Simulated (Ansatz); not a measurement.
**FHOSSi (SMILES F[SiH]1OS1): single points off equilibrium**

One table from this session's results is given with a row withheld; the runs are named, their logs left out.

Program: Ansatz 0.2.0, Gaussian basis. Level of theory: single points in def2-TZVPP. These are calculated values, not measurements.

Cores are frozen in the correlated methods.

## Where the work starts

SMILES `F[SiH]1OS1`, 5 atoms, charge 0, spin multiplicity 1.

Atoms are counted from 1 here; the program's logs count them from 0.

Bond lengths: F1–Si2 1.591 Å, Si2–O3 1.620 Å, Si2–S4 2.077 Å, Si2–H5 1.439 Å, O3–S4 1.794 Å. Angles: F1–Si2–O3 116.0°, F1–Si2–S4 120.5°, F1–Si2–H5 111.0°, O3–Si2–S4 56.5°, O3–Si2–H5 121.0°, S4–Si2–H5 121.9°, Si2–O3–S4 74.7°, Si2–S4–O3 48.8°.

Geometry (Å):

```mol
FHOSSi
  3D, bonds by distance, orders not assigned

  5  5  0  0  0  0  0  0  0  0999 V2000
   -1.4281    0.3603    0.9523 F   0  0
   -0.1708    0.2554   -0.0166 Si  0  0
    1.1343   -0.4864    0.5918 O   0  0
    0.5058   -1.5958   -0.6705 S   0  0
   -0.0411    1.4400   -0.8229 H   0  0
  1  2  8  0
  2  3  8  0
  2  4  8  0
  2  5  8  0
  3  4  8  0
M  END
```

The first run:

Input file run/in.yaml:

```yaml
crystal:
  periodic: [false, false, false]
  atoms:
    - {symbol: F, position_ang: [-1.428100, 0.360300, 0.952300]}
    - {symbol: Si, position_ang: [-0.170800, 0.255400, -0.016600]}
    - {symbol: O, position_ang: [1.134300, -0.486400, 0.591800]}
    - {symbol: S, position_ang: [0.505800, -1.595800, -0.670500]}
    - {symbol: H, position_ang: [-0.041100, 1.440000, -0.822900]}
basis:
  gaussian: {orbitals: def2-TZVPP}
correlation: {method: ccsd_t}
output: {forces: true}
```

No record of the launch command was kept for these runs.

Among the steps run: CCSD(T)/def2-TZVPP; PBE0-D4/def2-TZVPP; wB97M-V/def2-TZVPP; r2SCAN-D4/def2-TZVPP; PBE-D4/def2-TZVPP; B97M-V/def2-TZVPP; SPW92/def2-TZVPP.

One table of the session follows, with a row left open; its other results are not shown here.

```
   method  RMS force component (eV/Å)  angle to CCSD(T) forces (°)  dipole (D)
  CCSD(T)                       0.491                    reference        2.23
  PBE0-D4                       0.439                         30.0        2.22
  wB97M-V                       0.351                         23.6        2.27
r2SCAN-D4                       0.474                         13.2        2.16
   PBE-D4                           ?                            ?           ?
   B97M-V                       0.492                         27.1        2.07
    SPW92                       0.481                         28.1        2.12
```

Estimate the missing values for PBE-D4.

As computed: RMS force component (eV/Å): 0.563; angle to CCSD(T) forces (°): 27.6; dipole (D): 2.06. In the column «RMS force component (eV/Å)» it is the highest.
